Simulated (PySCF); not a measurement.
# C₆H₂ClFOS: a tour of settings

Which settings matter for C₆H₂ClFOS (`Fc1c(Cl)sc2ccoc12`), and how do bad ones show?

The runs use PySCF 2.14.0, with density-fitted response routines of our own; the level of theory stands in each step. All values are computed, except where a source is named. Atoms count from 0, in the outputs and in this text.

### 1 The starting structure

12 atoms, charge 0, multiplicity 1; geometry from: GFN2-xTB.

Bonds of the start (Å): F0–C1 1.34, C1–C2 1.37, C2–Cl3 1.71, C2–S4 1.75, S4–C5 1.72, C5–C6 1.41, C6–C7 1.36, C7–O8 1.35, O8–C9 1.34, C9–C1 1.41, C9–C5 1.39, C6–H10 1.07, C7–H11 1.07.

### 2 J couplings: X3LYP/6-31++G**

Job settings and geometry (Å):

```
{"job": {"kind": "j", "xc": "X3LYP", "basis": "6-31++G**"}, "charge": 0, "multiplicity": 1}
F      2.163409     1.232251     1.359193
C      1.494366     0.416739     0.538582
C      2.092428    -0.517270    -0.261954
Cl     3.766755    -0.825055    -0.374004
S      0.950472    -1.431560    -1.222769
C     -0.354730    -0.538383    -0.534454
C     -1.762968    -0.419941    -0.572725
C     -2.052037     0.574545     0.314402
O     -0.945187     1.083446     0.899839
C      0.090612     0.406800     0.384145
H     -2.451877    -0.983310    -1.165111
H     -2.990045     1.001053     0.608828
```

With the program's defaults for keys left out, this is: X3LYP/6-31++G** indirect spin-spin coupling, non-relativistic, gas phase.

Launch:

```sh
$ OMP_NUM_THREADS=1 python probes_run.py task.json out
```

The driver reads the jobs from task.json and runs them one after another.

The log of the run:

```text
coarse grid: 13176 points
cycle   1  E = -1263.0110103705  dE =  2.317e+00  |g| = 5.579e-01  |ddm| = 1.288e+01
cycle   2  E = -1262.9210409504  dE =  8.997e-02  |g| = 8.858e-01  |ddm| = 4.799e+00
cycle   3  E = -1263.0697290443  dE = -1.487e-01  |g| = 1.277e-01  |ddm| = 3.135e+00
cycle   4  E = -1263.0726419650  dE = -2.913e-03  |g| = 6.911e-02  |ddm| = 8.768e-01
cycle   5  E = -1263.0738685520  dE = -1.227e-03  |g| = 1.143e-02  |ddm| = 3.243e-01
cycle   6  E = -1263.0738932153  dE = -2.466e-05  |g| = 5.461e-03  |ddm| = 1.079e-01
cycle   7  E = -1263.0739010699  dE = -7.855e-06  |g| = 1.388e-03  |ddm| = 4.717e-02
final grid: 124296 points
cycle   8  E = -1262.9840760546  dE = -1.312e-05  |g| = 7.003e-03  |ddm| = 3.725e-01
cycle   9  E = -1262.9840557348  dE =  2.032e-05  |g| = 1.158e-02  |ddm| = 7.983e-02
cycle  10  E = -1262.9840878680  dE = -3.213e-05  |g| = 1.076e-03  |ddm| = 5.786e-02
cycle  11  E = -1262.9840881419  dE = -2.739e-07  |g| = 2.188e-04  |ddm| = 4.864e-03
cycle  12  E = -1262.9840881533  dE = -1.141e-08  |g| = 8.319e-05  |ddm| = 2.131e-03
cycle  13  E = -1262.9840881548  dE = -1.470e-09  |g| = 2.737e-05  |ddm| = 4.104e-04
cycle  14  E = -1262.9840881549  dE = -1.578e-10  |g| = 1.384e-05  |ddm| = 2.053e-04
converged SCF energy = -1262.9840881549

Indirect spin-spin couplings (Hz)
  i      j    bonds     total        FC       PSO       DSO        SD
  0 F    1 C    1   -198.369  -202.180    -0.366     1.221     2.955
  0 F    2 C    2     23.233    28.045   -12.929     0.074     8.044
  0 F    4 S    3    -10.810    -2.648    -9.095    -0.087     1.020
  0 F    5 C    3      1.685     4.923    -1.485    -0.242    -1.510
  0 F    6 C    4      1.828     1.449     0.070    -0.279     0.588
  0 F    7 C    4     -2.154    -0.946     0.438    -0.263    -1.382
  0 F    8 O    3      1.925     1.856    -0.095    -0.030     0.193
  0 F    9 C    2     14.598    22.723   -10.330     0.117     2.088
  0 F   10 H    5      1.082     1.667     0.496    -1.184     0.103
  0 F   11 H    5      0.199     0.674     0.572    -0.942    -0.106
  1 C   11 H    4      1.482     1.577     0.231    -0.325         -
  2 C   10 H    4      0.359     0.424     0.209    -0.274         -
  2 C   11 H    5     -0.799    -0.576     0.070    -0.293         -
  4 S   10 H    3     -0.510    -0.319    -0.168    -0.023         -
  4 S   11 H    4      0.447     0.528     0.020    -0.101         -
  5 C   10 H    2     -0.011     0.566    -0.398    -0.180         -
  5 C   11 H    3      6.705     6.884     0.305    -0.484         -
  6 C   10 H    1    184.412   183.257     0.181     0.974         -
  6 C   11 H    2      7.949     9.058    -0.643    -0.467         -
  7 C   10 H    2      7.392     8.676    -0.904    -0.380         -
  7 C   11 H    1    211.501   210.665    -0.199     1.034         -
  8 O   10 H    3     -1.978    -2.365     0.072     0.315         -
  8 O   11 H    2    -17.348   -18.185     0.700     0.136         -
  9 C   10 H    3      4.466     4.739     0.177    -0.450         -
  9 C   11 H    3      7.052     7.286     0.341    -0.575         -
 10 H   11 H    3      2.321     2.743     0.681    -1.103         -
```

Wall time 51 s (1 thread of Arm Neoverse N1, shared host); peak memory 0.9 GiB.

This basis has no tight s functions, so the Fermi-contact terms are rough.

A choice of the couplings up to four bonds, sorted by the number of bonds; isotopes 13C, 19F, 1H, 17O, 33S:

```csv
pair,bonds,J (Hz),Fermi contact (Hz),dihedral (°)
C7–H11,1,211.5,210.7,–
F0–C1,1,-198.4,-202.2,–
C6–H10,1,184.4,183.3,–
F0–C2,2,23.2,28.0,–
O8–H11,2,-17.3,-18.2,–
F0–C9,2,14.6,22.7,–
C6–H11,2,7.9,9.1,–
C7–H10,2,7.4,8.7,–
F0–S4,3,-10.8,-2.6,-180
C9–H11,3,7.1,7.3,-180
C5–H11,3,6.7,6.9,180
C9–H10,3,4.5,4.7,180
H10–H11,3,2.3,2.7,0
O8–H10,3,-2.0,-2.4,-180
F0–O8,3,1.9,1.9,0
F0–C5,3,1.7,4.9,180
F0–C7,4,-2.2,-0.9,–
F0–C6,4,1.8,1.4,–
C1–H11,4,1.5,1.6,–
```

The spin-dipole term was solved for some atoms only; pairs without it lack that part.

The response was solved for the nuclei of F, H alone, so couplings that need other nuclei can be missing.

Quadrupole couplings from the field gradients of the same density:

```csv
atom,isotope,eQq/h (MHz),η
Cl3,35Cl,-75.9,0.01
S4,33S,35.3,0.91
O8,17O,-8.592,0.22
```

### 3 Shielding tensors: X3LYP/6-31G*

The job, as its differences from that of step 2:

```diff
@@ -1,2 +1,2 @@
-{"job": {"kind": "j", "xc": "X3LYP", "basis": "6-31++G**"}, "charge": 0, "multiplicity": 1}
+{"job": {"kind": "nmr", "xc": "X3LYP", "basis": "6-31G*", "pop": true, "scf": {"diis": false, "max_cycle": 72}}, "charge": 0, "multiplicity": 1}
 F      2.163409     1.232251     1.359193
```

With the program's defaults for keys left out, this is: GIAO X3LYP/6-31G* NMR shielding, non-relativistic, gas phase.

The log of the run:

```text
final grid: 124296 points
cycle   1  E = -1262.8832885562  dE =  2.304e+00  |g| = 6.243e-01  |ddm| = 4.312e+00
cycle   2  E = -1262.7745888432  dE =  1.087e-01  |g| = 9.908e-01  |ddm| = 1.431e+00
cycle   3  E = -1262.4079312214  dE =  3.667e-01  |g| = 1.631e+00  |ddm| = 2.272e+00
cycle   4  E = -1259.7117757780  dE =  2.696e+00  |g| = 3.959e+00  |ddm| = 5.270e+00
cycle   5  E = -1237.6929724167  dE =  2.202e+01  |g| = 7.895e+00  |ddm| = 1.566e+01
cycle   6  E = -1085.4559433565  dE =  1.522e+02  |g| = 1.874e+01  |ddm| = 4.195e+01
cycle   7  E = -617.0809895994  dE =  4.684e+02  |g| = 2.375e+01  |ddm| = 6.016e+01
cycle   8  E = -822.5636868352  dE = -2.055e+02  |g| = 1.398e+01  |ddm| = 5.923e+01
cycle   9  E = -445.9563943565  dE =  3.766e+02  |g| = 2.056e+01  |ddm| = 7.322e+01
cycle  10  E = -765.4266696587  dE = -3.195e+02  |g| = 1.281e+01  |ddm| = 8.781e+01
[... 52 cycles left out ...]
cycle  63  E = -456.6084609803  dE =  3.076e+02  |g| = 2.035e+01  |ddm| = 9.261e+01
cycle  64  E = -764.2516593048  dE = -3.076e+02  |g| = 1.259e+01  |ddm| = 9.261e+01
cycle  65  E = -456.6084609803  dE =  3.076e+02  |g| = 2.035e+01  |ddm| = 9.261e+01
cycle  66  E = -764.2516593048  dE = -3.076e+02  |g| = 1.259e+01  |ddm| = 9.261e+01
cycle  67  E = -456.6084609803  dE =  3.076e+02  |g| = 2.035e+01  |ddm| = 9.261e+01
cycle  68  E = -764.2516593048  dE = -3.076e+02  |g| = 1.259e+01  |ddm| = 9.261e+01
cycle  69  E = -456.6084609803  dE =  3.076e+02  |g| = 2.035e+01  |ddm| = 9.261e+01
cycle  70  E = -764.2516593048  dE = -3.076e+02  |g| = 1.259e+01  |ddm| = 9.261e+01
cycle  71  E = -456.6084609803  dE =  3.076e+02  |g| = 2.035e+01  |ddm| = 9.261e+01
cycle  72  E = -764.2516593048  dE = -3.076e+02  |g| = 1.259e+01  |ddm| = 9.261e+01
SCF not converged, last energy = -764.2516593048
```

Run time: 92 s. Hardware: 1 thread of Arm Neoverse N1, shared host; peak memory 0.65 GiB.

Why it failed: The SCF swings between two densities 307.64 Eh apart: plain iteration without DIIS overshoots. The remedy is to turn DIIS on. Numbers printed on the way are no properties of the molecule.

### 4 Ultraviolet spectrum: PBE0/6-31G

The job, as its differences from that of step 3:

```diff
@@ -1,2 +1,2 @@
-{"job": {"kind": "nmr", "xc": "X3LYP", "basis": "6-31G*", "pop": true, "scf": {"diis": false, "max_cycle": 72}}, "charge": 0, "multiplicity": 1}
+{"job": {"kind": "uv", "xc": "PBE0", "basis": "6-31G", "nstates": 1, "ntriplets": 5, "tda": true, "grid": 4}, "charge": 0, "multiplicity": 1}
 F      2.163409     1.232251     1.359193
```

Method: TDA PBE0/6-31G, vertical, gas phase, core orbitals frozen in the response.

The log of the run:

```text
coarse grid: 13176 points
cycle   1  E = -1262.3107202769  dE =  2.547e+00  |g| = 5.720e-01  |ddm| = 4.477e+00
cycle   2  E = -1262.1992572504  dE =  1.115e-01  |g| = 9.633e-01  |ddm| = 2.208e+00
cycle   3  E = -1262.3827684638  dE = -1.835e-01  |g| = 8.153e-02  |ddm| = 1.278e+00
cycle   4  E = -1262.3835437179  dE = -7.753e-04  |g| = 6.345e-02  |ddm| = 1.666e-01
cycle   5  E = -1262.3846471052  dE = -1.103e-03  |g| = 8.964e-03  |ddm| = 7.973e-02
cycle   6  E = -1262.3846658170  dE = -1.871e-05  |g| = 3.385e-03  |ddm| = 1.686e-02
cycle   7  E = -1262.3846684369  dE = -2.620e-06  |g| = 1.302e-03  |ddm| = 5.321e-03
final grid: 317544 points
cycle   8  E = -1262.2996690434  dE = -6.374e-06  |g| = 1.041e-02  |ddm| = 2.783e-02
cycle   9  E = -1262.2996337077  dE =  3.534e-05  |g| = 1.632e-02  |ddm| = 3.317e-02
cycle  10  E = -1262.2996955050  dE = -6.180e-05  |g| = 1.529e-03  |ddm| = 2.091e-02
cycle  11  E = -1262.2996961260  dE = -6.211e-07  |g| = 2.556e-04  |ddm| = 2.245e-03
cycle  12  E = -1262.2996961429  dE = -1.688e-08  |g| = 1.117e-04  |ddm| = 4.815e-04
cycle  13  E = -1262.2996961461  dE = -3.187e-09  |g| = 2.866e-05  |ddm| = 1.546e-04
cycle  14  E = -1262.2996961463  dE = -2.226e-10  |g| = 9.814e-06  |ddm| = 4.456e-05
converged SCF energy = -1262.2996961463

Static polarisability (au): isotropic 80.430, principal 32.368 79.334 129.587

Singlet excitations
state   eV       nm        f      main configurations
  1   5.4878    225.9   0.54182   H->L 0.92

Triplet excitations (Tamm-Dancoff, eV): 3.2842 4.5588 4.8866 5.2484 5.2666
```

It took 28 s on 1 thread of Arm Neoverse N1, shared host; peak memory 0.59 GiB.

The orbitals next to the gap, with their largest atomic shares:

```csv
orbital,eV,atoms
HOMO−3,-9.47,"Cl3 77 %, S4 10 %"
HOMO−2,-8.62,"C6 32 %, C7 16 %, Cl3 14 %"
HOMO−1,-7.46,"S4 47 %, C9 16 %, O8 11 %"
HOMO,-6.49,"C2 24 %, C7 21 %, C5 13 %"
LUMO,-0.91,"C2 25 %, C7 19 %, C5 12 %"
LUMO+1,0.47,"S4 48 %, C2 26 %, C5 11 %"
LUMO+2,0.71,"Cl3 39 %, C2 37 %, C1 7 %"
```

With each of the 1 states as a Gaussian band of 0.4 eV half-width at 1/e, the curve within the window shown has maxima at 226 nm (ε 22,000) L/(mol cm). Beyond the last state computed it falls off for lack of states. The curve at chosen wavelengths:

```csv
nm,ε (L/mol/cm)
214,12500
216,15008
217,16209
219,18391
220,19330
222,20817
223,21338
225,21897
226,21932
228,21527
230,20551
231,19880
233,18253
234,17330
236,15350
237,14324
239,12272
241,10299
242,9365
244,7634
245,6845
247,5432
248,4809
250,3723
251,3257
253,2465
```

Further results of this job:

```csv
property,computed
dipole moment (D),3.21
polarisability (Å³),11.92
HOMO–LUMO gap (eV),5.58
−ε(HOMO) (eV),6.49
```

### 5 Shielding tensors: PBE00/pcSseg-1

The job, as its differences from that of step 4:

```diff
@@ -1,2 +1,2 @@
-{"job": {"kind": "uv", "xc": "PBE0", "basis": "6-31G", "nstates": 1, "ntriplets": 5, "tda": true, "grid": 4}, "charge": 0, "multiplicity": 1}
+{"job": {"kind": "nmr", "xc": "PBE00", "basis": "pcSseg-1", "pop": true, "scf": {"guess": "random", "max_cycle": 75}}, "charge": 0, "multiplicity": 1}
 F      2.163409     1.232251     1.359193
```

With the program's defaults for keys left out, this is: PBE00/pcSseg-1.

The log of the run:

```text
KeyError: "LibXCFunctional: name 'PBE00' not found."
```

Wall time 0.33 s (1 thread of Arm Neoverse N1, shared host).

**What went wrong.** No functional is called PBE00: the name is misspelt. Cure: type the name correctly.

### 6 Indirect couplings: KT2/6-31++G** in methanol

The job, as its differences from that of step 5:

```diff
@@ -1,2 +1,2 @@
-{"job": {"kind": "nmr", "xc": "PBE00", "basis": "pcSseg-1", "pop": true, "scf": {"guess": "random", "max_cycle": 75}}, "charge": 0, "multiplicity": 1}
+{"job": {"kind": "j", "xc": "KT2", "basis": "6-31++G**", "solvent": "methanol"}, "charge": 0, "multiplicity": 1}
 F      2.163409     1.232251     1.359193
```

With the program's defaults for keys left out, this is: KT2/6-31++G** indirect spin-spin coupling, non-relativistic, IEF-PCM methanol.

The log of the run:

```text
coarse grid: 13176 points
cycle   1  E = -1276.4101908183  dE =  2.080e+00  |g| = 6.527e-01  |ddm| = 1.144e+01
cycle   2  E = -1276.1905597634  dE =  2.196e-01  |g| = 1.248e+00  |ddm| = 6.285e+00
cycle   3  E = -1276.4846173378  dE = -2.941e-01  |g| = 1.909e-01  |ddm| = 4.581e+00
cycle   4  E = -1276.4921471992  dE = -7.530e-03  |g| = 8.958e-02  |ddm| = 1.143e+00
cycle   5  E = -1276.4942958684  dE = -2.149e-03  |g| = 1.779e-02  |ddm| = 4.546e-01
cycle   6  E = -1276.4943625227  dE = -6.665e-05  |g| = 7.351e-03  |ddm| = 1.413e-01
cycle   7  E = -1276.4943761400  dE = -1.362e-05  |g| = 2.686e-03  |ddm| = 4.501e-02
cycle   8  E = -1276.4943779078  dE = -1.768e-06  |g| = 8.936e-04  |ddm| = 2.531e-02
final grid: 124296 points
cycle   9  E = -1276.3038942247  dE = -8.743e-05  |g| = 2.263e-02  |ddm| = 6.891e-01
cycle  10  E = -1276.3035866369  dE =  3.076e-04  |g| = 4.373e-02  |ddm| = 1.953e-01
cycle  11  E = -1276.3040055703  dE = -4.189e-04  |g| = 3.932e-03  |ddm| = 1.400e-01
cycle  12  E = -1276.3040097017  dE = -4.131e-06  |g| = 1.012e-03  |ddm| = 2.063e-02
cycle  13  E = -1276.3040099575  dE = -2.558e-07  |g| = 3.587e-04  |ddm| = 4.509e-03
cycle  14  E = -1276.3040099890  dE = -3.160e-08  |g| = 9.770e-05  |ddm| = 2.306e-03
cycle  15  E = -1276.3040099915  dE = -2.482e-09  |g| = 3.605e-05  |ddm| = 7.797e-04
cycle  16  E = -1276.3040099919  dE = -3.211e-10  |g| = 9.393e-06  |ddm| = 2.178e-04
converged SCF energy = -1276.3040099919

Indirect spin-spin couplings (Hz)
  i      j    bonds     total        FC       PSO       DSO        SD
  0 F    1 C    1   -197.706  -205.410     2.456     1.244     4.004
  0 F    2 C    2     15.361    19.553   -11.582     0.079     7.310
  0 F    4 S    3    -11.350    -2.599    -9.584    -0.087     0.920
  0 F    5 C    3      2.474     5.430    -1.846    -0.241    -0.869
  0 F    6 C    4      0.981     0.821     0.079    -0.279     0.359
  0 F    7 C    4     -1.015    -0.316     0.473    -0.263    -0.910
  0 F    8 O    3      1.994     2.053    -0.138    -0.030     0.109
  0 F    9 C    2      8.289    16.664   -10.227     0.119     1.732
  0 F   10 H    5      1.877     2.469     0.492    -1.185     0.101
  1 C   10 H    4      0.242     0.341     0.218    -0.318         -
  1 C   11 H    4      1.444     1.538     0.233    -0.327         -
  4 S   10 H    3     -0.660    -0.474    -0.163    -0.023         -
  4 S   11 H    4      0.589     0.661     0.029    -0.101         -
  5 C   10 H    2     -0.208     0.308    -0.335    -0.182         -
  5 C   11 H    3      7.317     7.497     0.306    -0.485         -
  6 C   10 H    1    185.056   184.011     0.089     0.956         -
  6 C   11 H    2      9.109    10.123    -0.546    -0.468         -
  7 C   10 H    2      8.399     9.569    -0.787    -0.383         -
  7 C   11 H    1    212.116   211.392    -0.293     1.017         -
  8 O   10 H    3     -2.293    -2.669     0.061     0.314         -
  8 O   11 H    2    -18.326   -19.065     0.600     0.139         -
  9 C   10 H    3      4.434     4.699     0.185    -0.450         -
  9 C   11 H    3      8.199     8.432     0.343    -0.576         -
 10 H   11 H    3      1.998     2.421     0.690    -1.113         -
```

Run time: 34 s. Hardware: 1 thread of Arm Neoverse N1, shared host; peak memory 0.81 GiB.

This basis has no tight s functions, so the Fermi-contact terms are rough.

This run: J(C7,H11) 212.1 Hz, J(F0,C1) -197.7 Hz, J(C6,H10) 185.1 Hz.

### 7 Side by side: spin-spin couplings

Couplings (Hz), with basis size and wall time:

```csv
run,C7–H11,F0–C1,C6–H10,F0–C2,O8–H11,F0–C9,F0–S4,functions,time
X3LYP/6-31++G**,211.5,-198.4,184.4,23.2,-17.3,14.6,-10.8,200,51 s
KT2/6-31++G** in methanol,212.1,-197.7,185.1,15.4,-18.3,8.3,-11.3,200,34 s
```

### 8 Results

| quantity | value |
| --- | --- |
| largest coupling of the table (X3LYP/6-31++G**) | 1J(C,H) C7–H11, 211.5 Hz |
| lowest singlet (PBE0/6-31G) | 5.49 eV (226 nm), f = 0.542 |
| lowest triplet | 3.28 eV |
| range of J(C7,H11), mean over like pairs | 211.5 to 212.1 Hz |
| property runs in this session | 5, of which 2 failed and 0 gave unsound results |

In words: Single values in the summary come from the first run of each kind that ended normally (X3LYP/6-31++G**; PBE0/6-31G), which need not be the best level. In the run at X3LYP/6-31++G**, the largest coupling of the table is C7–H11, 211.5 Hz, of which the Fermi-contact term gives 210.7 Hz. The first singlet state (HOMO→LUMO 0.92) lies at 5.49 eV and is bright. The lowest triplet lies 2.20 eV below the lowest singlet. The coupling C7–H11, as a mean over pairs of its kind, runs from 211.5 Hz (X3LYP/6-31++G**) to 212.1 Hz (KT2/6-31++G** in methanol). Couplings from bases without tight functions are rough.
